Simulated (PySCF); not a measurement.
# SbO: bond curves at several levels of theory

One table from this session's results is given with a row withheld; the runs are named, their logs left out.

Program: PySCF 2.14.0. Level of theory: Sb def2-TZVPPD with ECP28, O def2-TZVPPD, scalar-relativistic core potentials. These are calculated values, not measurements.

Set-up of the first run:

A driver script around PySCF takes these settings:

* atoms: Sb, O
* charge: 0
* basis: Sb def2-TZVPPD with ECP28, O def2-TZVPPD
* Hamiltonian: scalar-relativistic core potentials
* basis functions: 96
* electrons treated: 31
* masses in u: 120.9038, 15.9949
* levels: PBE0, PBE, r²SCAN, TPSS, M06-2X, BP86, M06, LDA, CAM-B3LYP, HF, MP2, SCS-MP2, CCSD, CCSD(T)
* grid: 80 radial by 434 angular points
* occupations: held fixed by the projection of orbital angular momentum
* dissociation limit: Sb + O, each in its ground configuration
* starting distance in angstrom: 1.965
* values of 2S to try: 1, 3, 5

The run is started by

```bash
$ OMP_NUM_THREADS=2 python dia.py task.json out
```

Steps of the session up to this table: The job; The PBE0 curve of the state that the search chose; Other states along the same grid; PBE; r²SCAN (meta-GGA); TPSS (meta-GGA); M06-2X; BP86; M06 (hybrid meta-GGA); LDA; CAM-B3LYP; UHF (mean field); MP2 and coupled cluster.

One of the session's tables, all rows but one given; the rest of the session is left out.

| level | Re (Å) | ωe (cm⁻¹) | De (eV) |
| --- | --- | --- | --- |
| UHF | 1.767 | 994 | 0.231 |
| UHF-MP2 | 1.839 | 807 | 4.38 |
| UHF-SCS-MP2 | 1.834 | 816 | 4.21 |
| UHF-CCSD | 1.808 | 881 | 3.45 |
| UHF-CCSD(T) | ? | ? | ? |
| LDA | 1.817 | 846 | 5.88 |
| PBE | 1.837 | 813 | 4.80 |
| BP86 | 1.839 | 811 | 4.84 |
| TPSS | 1.832 | 826 | 4.40 |
| r²SCAN | 1.817 | 856 | 4.19 |
| PBE0 | 1.806 | 878 | 3.93 |
| M06 | 1.812 | 875 | 4.59 |
| M06-2X | 1.801 | 903 | 3.46 |
| CAM-B3LYP | 1.802 | 899 | 4.14 |

Estimate the missing values for UHF-CCSD(T).

**Answer.** Re (Å): 1.830; ωe (cm⁻¹): 817; De (eV): 3.93. In the column «Re (Å)» it lies between r²SCAN (1.817) and TPSS (1.832).

De is counted to Sb + O in their ground configurations.

To keep in mind: At some levels the lowest empty orbital lies below the highest filled one (the two can be of opposite spin).
